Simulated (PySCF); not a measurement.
# Rh(35+), Rh(36+): ionisation energy in even-tempered 19s12p6d5f4g, part 2 of 2

Aim: the ionisation energy of rhodium from differences of total energies, at each level of theory, and how far each lands from the tabulated value where there is one.

PySCF 2.14.0; even-tempered 19s12p6d5f4g, the spin-free X2C one-electron Hamiltonian (Gaussian nucleus). The scripts are equivalent inputs of a driver's runs. The steps go on from the part before.

### Step 3. Rh(36+)

#### UHF

input.py

```python
from pyscf import gto, scf, dft, mp, cc
mol = gto.M(atom="Rh 0 0 0", charge=36, spin=1, symmetry="D2h",
            basis=gto.etbs([(0, 19, 13, 2.2), (1, 12, 17, 2.2), (2, 6, 75, 2.4), (3, 5, 110, 2.4), (4, 4, 170, 2.4)]),
            nucmod="G")
mf = scf.UHF(mol).sfx2c1e()
mf.irrep_nelec = {'Ag': (2, 2), 'B1u': (1, 1), 'B2u': (1, 1), 'B3u': (1, 0)}
mf.kernel()
```

The log of the run:

```text
damping factor = 0
level_shift factor = 0
DIIS = <class 'pyscf.scf.diis.CDIIS'>
diis_start_cycle = 1
diis_space = 10
diis_damp = 0
SCF conv_tol = 1e-09
SCF conv_tol_grad = None
number electrons alpha = 5  beta = 4
cycle= 1 E= -3572.33315520351  delta_E= -0.00584  |g|= 0.0418  |ddm|= 0.00467
cycle= 2 E= -3572.33316256519  delta_E= -7.36e-06  |g|= 0.0016  |ddm|= 0.000203
cycle= 3 E= -3572.33316257672  delta_E= -1.15e-08  |g|= 6.08e-06  |ddm|= 8.81e-06
cycle= 4 E= -3572.33316257672  delta_E= -1.82e-12  |g|= 6.04e-08  |ddm|= 3.64e-08
converged SCF energy = -3572.33316257672  <S^2> = 0.75005263  2S+1 = 2.0000526
```

CPU time 19 s on a shared host, the integrals not counted.

Orbital energies by shell (radii are means over both spins):

| shell | electrons | mean orbital energy (eV) | spread (eV) | rms radius (bohr) |
| --- | --- | --- | --- | --- |
| 1s α | 1 | -25690.5 | 0 | 0.0374 |
| 1s β | 1 | -25672.9 | 0 | 0.0374 |
| 2s α | 1 | -5593.9 | 0 | 0.149 |
| 2s β | 1 | -5558.1 | 0 | 0.149 |
| 2p α | 3 | -5267.6 | 24.194 | 0.131 |
| 2p β | 2 | -5247.8 | 0 | 0.131 |

⟨S²⟩ = 0.750, ⟨L²⟩ = 2.00.

Spin-orbit constants on these orbitals (cm⁻¹; bare nucleus, screened nucleus, mean field): 2p 833100, 796100, 782700. To first order in LS coupling the lowest level has J = 3/2 and lies 48.5 eV below the centre of the term.

Spin-orbit coupling, absent here, splits the open shell strongly.

#### LDA

input.py, as changed from the run before:

```diff
@@ -4,3 +4,3 @@
             nucmod="G")
-mf = scf.UHF(mol).sfx2c1e()
+mf = dft.UKS(mol, xc="LDA,VWN").sfx2c1e()
 mf.irrep_nelec = {'Ag': (2, 2), 'B1u': (1, 1), 'B2u': (1, 1), 'B3u': (1, 0)}
```

The log of the run:

```text
damping factor = 0
level_shift factor = 0
DIIS = <class 'pyscf.scf.diis.CDIIS'>
diis_start_cycle = 1
diis_space = 10
diis_damp = 0
SCF conv_tol = 1e-09
SCF conv_tol_grad = None
number electrons alpha = 5  beta = 4
XC functionals = LDA,VWN
    P. A. M. Dirac.,  Math. Proc. Cambridge Philos. Soc. 26, 376 (1930)
    F. Bloch.,  Z. Phys. 57, 545 (1929)
    S. H. Vosko, L. Wilk, and M. Nusair.,  Can. J. Phys. 58, 1200 (1980)
cycle= 1 E= -3567.49432763671  delta_E= -0.0127  |g|= 0.0475  |ddm|= 0.0133
cycle= 2 E= -3567.49433367442  delta_E= -6.04e-06  |g|= 0.00294  |ddm|= 0.000279
cycle= 3 E= -3567.49433370959  delta_E= -3.52e-08  |g|= 6.93e-05  |ddm|= 1.97e-05
cycle= 4 E= -3567.49433370962  delta_E= -2.41e-11  |g|= 2.01e-07  |ddm|= 4.81e-07
converged SCF energy = -3567.49433370962  <S^2> = 0.75001251  2S+1 = 2.0000125
```

It used 0.93 s of CPU time after the integrals (shared host).

#### PBE

input.py, as changed from the run before:

```diff
@@ -4,3 +4,3 @@
             nucmod="G")
-mf = dft.UKS(mol, xc="LDA,VWN").sfx2c1e()
+mf = dft.UKS(mol, xc="PBE").sfx2c1e()
 mf.irrep_nelec = {'Ag': (2, 2), 'B1u': (1, 1), 'B2u': (1, 1), 'B3u': (1, 0)}
```

The log of the run:

```text
damping factor = 0
level_shift factor = 0
DIIS = <class 'pyscf.scf.diis.CDIIS'>
diis_start_cycle = 1
diis_space = 10
diis_damp = 0
SCF conv_tol = 1e-09
SCF conv_tol_grad = None
number electrons alpha = 5  beta = 4
XC functionals = PBE
    J. P. Perdew, K. Burke, and M. Ernzerhof.,  Phys. Rev. Lett. 77, 3865 (1996)
    J. P. Perdew, K. Burke, and M. Ernzerhof.,  Phys. Rev. Lett. 78, 1396 (1997)
    J. P. Perdew, K. Burke, and M. Ernzerhof.,  Phys. Rev. Lett. 77, 3865 (1996)
    J. P. Perdew, K. Burke, and M. Ernzerhof.,  Phys. Rev. Lett. 78, 1396 (1997)
cycle= 1 E= -3572.33469528505  delta_E= -0.00931  |g|= 0.0166  |ddm|= 0.0109
cycle= 2 E= -3572.33469610688  delta_E= -8.22e-07  |g|= 0.000572  |ddm|= 0.000112
cycle= 3 E= -3572.33469610842  delta_E= -1.53e-09  |g|= 4.1e-05  |ddm|= 4.79e-06
cycle= 4 E= -3572.33469610842  delta_E= -6.82e-12  |g|= 2.4e-07  |ddm|= 2.95e-07
converged SCF energy = -3572.33469610842  <S^2> = 0.75001904  2S+1 = 2.000019
```

It used 1.1 s of CPU time after the integrals (shared host).

#### PBE0

input.py, as changed from the run before:

```diff
@@ -4,3 +4,3 @@
             nucmod="G")
-mf = dft.UKS(mol, xc="PBE").sfx2c1e()
+mf = dft.UKS(mol, xc="PBE0").sfx2c1e()
 mf.irrep_nelec = {'Ag': (2, 2), 'B1u': (1, 1), 'B2u': (1, 1), 'B3u': (1, 0)}
```

The log of the run:

```text
damping factor = 0
level_shift factor = 0
DIIS = <class 'pyscf.scf.diis.CDIIS'>
diis_start_cycle = 1
diis_space = 10
diis_damp = 0
SCF conv_tol = 1e-09
SCF conv_tol_grad = None
number electrons alpha = 5  beta = 4
XC functionals = PBE0
    C. Adamo and V. Barone.,  J. Chem. Phys. 110, 6158 (1999)
    M. Ernzerhof and G. E. Scuseria.,  J. Chem. Phys. 110, 5029 (1999)
cycle= 1 E= -3572.42408592122  delta_E= -0.007  |g|= 0.0187  |ddm|= 0.00831
cycle= 2 E= -3572.42408703299  delta_E= -1.11e-06  |g|= 0.000411  |ddm|= 8.87e-05
cycle= 3 E= -3572.42408703368  delta_E= -6.86e-10  |g|= 2.2e-05  |ddm|= 2.73e-06
converged SCF energy = -3572.42408703368  <S^2> = 0.75002555  2S+1 = 2.0000256
```

It used 3.7 s of CPU time after the integrals (shared host).

#### r2SCAN

input.py, as changed from the run before:

```diff
@@ -4,3 +4,3 @@
             nucmod="G")
-mf = dft.UKS(mol, xc="PBE0").sfx2c1e()
+mf = dft.UKS(mol, xc="R2SCAN").sfx2c1e()
 mf.irrep_nelec = {'Ag': (2, 2), 'B1u': (1, 1), 'B2u': (1, 1), 'B3u': (1, 0)}
```

The log of the run:

```text
damping factor = 0
level_shift factor = 0
DIIS = <class 'pyscf.scf.diis.CDIIS'>
diis_start_cycle = 1
diis_space = 10
diis_damp = 0
SCF conv_tol = 1e-09
SCF conv_tol_grad = None
number electrons alpha = 5  beta = 4
XC functionals = R2SCAN
    J. W. Furness, A. D. Kaplan, J. Ning, J. P. Perdew, and J. Sun.,  J. Phys. Chem. Lett. 11, 8208-8215 (2020)
    J. W. Furness, A. D. Kaplan, J. Ning, J. P. Perdew, and J. Sun.,  J. Phys. Chem. Lett. 11, 9248-9248 (2020)
    J. W. Furness, A. D. Kaplan, J. Ning, J. P. Perdew, and J. Sun.,  J. Phys. Chem. Lett. 11, 8208-8215 (2020)
    J. W. Furness, A. D. Kaplan, J. Ning, J. P. Perdew, and J. Sun.,  J. Phys. Chem. Lett. 11, 9248-9248 (2020)
cycle= 1 E= -3572.84339481948  delta_E= -0.00792  |g|= 0.0215  |ddm|= 0.00845
cycle= 2 E= -3572.84339597835  delta_E= -1.16e-06  |g|= 0.000398  |ddm|= 8.74e-05
cycle= 3 E= -3572.84339597885  delta_E= -4.98e-10  |g|= 1.68e-05  |ddm|= 1.81e-06
converged SCF energy = -3572.84339597885  <S^2> = 0.75003448  2S+1 = 2.0000345
```

It used 2.3 s of CPU time after the integrals (shared host).

#### revPBE

input.py, as changed from the run before:

```diff
@@ -4,3 +4,3 @@
             nucmod="G")
-mf = dft.UKS(mol, xc="R2SCAN").sfx2c1e()
+mf = dft.UKS(mol, xc="PBE_R,PBE").sfx2c1e()
 mf.irrep_nelec = {'Ag': (2, 2), 'B1u': (1, 1), 'B2u': (1, 1), 'B3u': (1, 0)}
```

The log of the run:

```text
damping factor = 0
level_shift factor = 0
DIIS = <class 'pyscf.scf.diis.CDIIS'>
diis_start_cycle = 1
diis_space = 10
diis_damp = 0
SCF conv_tol = 1e-09
SCF conv_tol_grad = None
number electrons alpha = 5  beta = 4
XC functionals = PBE_R,PBE
    Y. Zhang and W. Yang.,  Phys. Rev. Lett. 80, 890 (1998)
    J. P. Perdew, K. Burke, and M. Ernzerhof.,  Phys. Rev. Lett. 77, 3865 (1996)
    J. P. Perdew, K. Burke, and M. Ernzerhof.,  Phys. Rev. Lett. 78, 1396 (1997)
cycle= 1 E= -3572.7318835775  delta_E= -0.00894  |g|= 0.0171  |ddm|= 0.0102
cycle= 2 E= -3572.73188432816  delta_E= -7.51e-07  |g|= 0.000432  |ddm|= 9.21e-05
cycle= 3 E= -3572.73188432905  delta_E= -8.87e-10  |g|= 3.27e-05  |ddm|= 3.58e-06
cycle= 4 E= -3572.73188432905  delta_E= -4.09e-12  |g|= 3.62e-07  |ddm|= 2.35e-07
converged SCF energy = -3572.73188432905  <S^2> = 0.75002017  2S+1 = 2.0000202
```

CPU time 1.1 s on a shared host, the integrals not counted.

#### BP86

input.py, as changed from the run before:

```diff
@@ -4,3 +4,3 @@
             nucmod="G")
-mf = dft.UKS(mol, xc="PBE_R,PBE").sfx2c1e()
+mf = dft.UKS(mol, xc="B88,P86").sfx2c1e()
 mf.irrep_nelec = {'Ag': (2, 2), 'B1u': (1, 1), 'B2u': (1, 1), 'B3u': (1, 0)}
```

The log of the run:

```text
damping factor = 0
level_shift factor = 0
DIIS = <class 'pyscf.scf.diis.CDIIS'>
diis_start_cycle = 1
diis_space = 10
diis_damp = 0
SCF conv_tol = 1e-09
SCF conv_tol_grad = None
number electrons alpha = 5  beta = 4
XC functionals = B88,P86
    A. D. Becke.,  Phys. Rev. A 38, 3098 (1988)
    J. P. Perdew.,  Phys. Rev. B 33, 8822 (1986)
cycle= 1 E= -3573.12277444694  delta_E= -0.00885  |g|= 0.0157  |ddm|= 0.00917
cycle= 2 E= -3573.12277501848  delta_E= -5.72e-07  |g|= 0.000264  |ddm|= 6.23e-05
cycle= 3 E= -3573.12277501865  delta_E= -1.78e-10  |g|= 1.22e-05  |ddm|= 1.11e-06
converged SCF energy = -3573.12277501865  <S^2> = 0.75001837  2S+1 = 2.0000184
```

It used 0.86 s of CPU time after the integrals (shared host).

#### MP2 (all electrons)

input.py, as changed from the run before:

```diff
@@ -4,4 +4,5 @@
             nucmod="G")
-mf = dft.UKS(mol, xc="B88,P86").sfx2c1e()
+mf = scf.UHF(mol).sfx2c1e()
 mf.irrep_nelec = {'Ag': (2, 2), 'B1u': (1, 1), 'B2u': (1, 1), 'B3u': (1, 0)}
 mf.kernel()
+mp.UMP2(mf, frozen=0).kernel()
```

The driver printed no log here.

It used 4.8 s of CPU time after the integrals (shared host).

With 9 electrons correlated, the MP2 correlation energy is -0.34958 hartree (-0.07568 same spin, -0.27390 opposite spin); the SCS form gives -0.35391. Largest pairs of shells: 2p-2p -0.1542, 2s-2p -0.0874, 1s-1s -0.0439, 1s-2p -0.0397, 2s-2s -0.0132.

Radial density 4πr²ρ of Rh(36+) at UHF, without picture-change correction:

| r (bohr) | density | spin density |
| --- | --- | --- |
| 0.000495 | 0.454 | 0.000 |
| 0.000833 | 1.09 | 0.000 |
| 0.00140 | 2.56 | 0.000 |
| 0.00236 | 5.84 | 0.000 |
| 0.00396 | 12.6 | 0.002 |
| 0.00667 | 25.0 | 0.013 |
| 0.0112 | 42.3 | 0.077 |
| 0.0189 | 55.4 | 0.394 |
| 0.0317 | 50.3 | 1.659 |
| 0.0534 | 41.3 | 4.918 |
| 0.0898 | 54.2 | 8.046 |
| 0.151 | 37.6 | 4.862 |
| 0.254 | 4.72 | 0.558 |
| 0.427 | 0.0342 | 0.004 |

### Step 4. Orbital energies side by side

Highest occupied Hartree-Fock shell of each state: Rh(35+) 2p at -5066.8 eV; Rh(36+) 2p β at -5247.8 eV.

### Step 5. The energy differences

Ionisation energy: Rh(35+) [Ne] (1S) → Rh(36+) [He] 2s2 2p5 (2P).

| method | value (eV) | less the reference (eV) | CPU time, both states (s) |
| --- | --- | --- | --- |
| UHF | 5063.4 | -3.1 | 38 |
| LDA | 5061.2 | -5.3 | 1.9 |
| PBE | 5061.4 | -5.1 | 2.2 |
| PBE0 | 5062.4 | -4.1 | 8.2 |
| r2SCAN | 5064.7 | -1.8 | 4.6 |
| revPBE | 5061.1 | -5.4 | 2.1 |
| BP86 | 5062.5 | -4.0 | 1.7 |
| MP2 (all electrons) | 5065.1 | -1.4 | 48 |
| SCS-MP2 (all electrons) | 5065.0 | -1.6 | 48 |

Reference: 5018 ± 3 eV (semi-empirical (NIST evaluation); NIST Atomic Spectra Database, ionization energies). A first-order spin-orbit estimate (lowest level to lowest level, LS coupling) adds -48.520 eV; the last energy column includes it. For this ion Breit and QED terms and the two-electron picture change, all absent here, are large against electron correlation.

Times are CPU seconds on a shared host without the integrals; correlated rows include their Hartree-Fock run, whose time holds the symmetry-adapted start and any spin-orbit constants, while functionals begin from orbitals already made.

### Step 6. Results

This closing draws on all 2 parts.

| quantity | value |
| --- | --- |
| ionisation energy, Rh(35+) | UHF 5063.4, MP2 (all electrons) 5065.1 eV; reference 5018 ± 3 |

The methods span 4.003 eV, from revPBE (5061.1) to MP2 (all electrons) (5065.1). The reference is uncertain or not like for like (spin-orbit coupling or other relativistic terms), so no ranking of close methods is drawn. The basis is finite, and no extrapolation was made.
